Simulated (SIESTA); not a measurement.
**GaGe in SIESTA: the effect of basis**

The system is GaGe.

```
CELL_PARAMETERS angstrom
0.00000 2.89784 2.89784
2.89784 0.00000 2.89784
2.89784 2.89784 0.00000
ATOMIC_POSITIONS crystal
Ge 0.00000 0.00000 0.00000
Ga 0.25000 0.25000 0.25000
```

The cell comes from a database or a generator and needn't be the stable form of this composition.

Alike in all runs:

* Program: SIESTA 5.4.2
* Task: band structure
* Functional: PBE
* Potentials or basis: PseudoDojo 0.4 standard (PBE files)
* Grid cutoff: 800 Ry
* Energy shift: 0.003 Ry
* k mesh: 8 × 8 × 8
* Occupations: fermi-dirac, width 0.05 eV
* Spin: no spin polarisation

| basis | pressure (GPa) |
| --- | --- |
| SZ | ? |
| SZP | 1.3 |
| DZ | 0.3 |
| DZP | 1.0 |
| DZDP | 0.7 |
| TZP | 0.7 |
| TZDP | 0.6 |

Q: What does the run with basis SZ give?

A: Pressure 4.2 GPa.

Caveats: the basis of atomic orbitals isn't converged, which shifts pressures, moduli and gaps; the basis has no polarisation orbitals (some runs).
